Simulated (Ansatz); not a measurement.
# ZrHCl+ (quartet): the correlation ladder, def2-QZVPP

An exercise on one series of results from a longer session: the logs are not shown, and one member is left open.

Computed with Ansatz 0.2.0, Gaussian basis. Level: def2-QZVPP, core rule «outside noble gas», up to 9 orbitals frozen.

Plan: UHF; ROHF; CCSD(T) on UHF.

2 further runs of the same task are left out: 2 set aside as unsound or not needed.

### The system

The geometry is a PBE0/def2-TZVP stationary point (not a proven minimum) of the parent state, kept for this charge and spin. No spin-orbit coupling is included. Elements past krypton take def2 core potentials.

3 atoms, charge 1, spin multiplicity 4.

Atoms are counted from 1 here; the program's logs count them from 0.

Bond lengths: Zr1–Cl2 2.379 Å, Zr1–H3 1.933 Å. Angles: Cl2–Zr1–H3 180.0°.

Set-up of the first run:

in.yaml

```yaml
crystal:
  periodic: [false, false, false]
  atoms:
    - {symbol: Zr, position_ang: [0.000000, 0.000000, 0.148733]}
    - {symbol: Cl, position_ang: [0.000000, 0.000000, -2.230367]}
    - {symbol: H, position_ang: [0.000000, 0.000000, 2.081633]}
basis:
  gaussian: {orbitals: "def2-QZVPP.json"}
total_charge: 1
magnetization: {spin_polarized: true, initial_magnetization: 3}
hamiltonian: {xc: hf}
output: {orbitals: {seedname: orbitals}}
```

The run is started by

```bash
ansatz run in.yaml --threads 1 --pin off --events-out ev --progress --plain --max-ram 4096MiB --backend cpu
```

Steps of the session up to this table: UHF; ROHF; CCSD(T) on UHF.

One of the session's tables, all rows but one given; the rest of the session is left out.

```
  method  from UCCSD(T) (kcal/mol)
    ROHF                   +181.92
     UHF                         ?
    UMP2                    +20.96
   UCCSD                     +9.49
UCCSD(T)                         0
```

**Question.** Estimate the row for UHF.

The run gave: from UCCSD(T) (kcal/mol): +178.72. In the column «from UCCSD(T) (kcal/mol)» it lies between UMP2 (+20.96) and ROHF (+181.92).
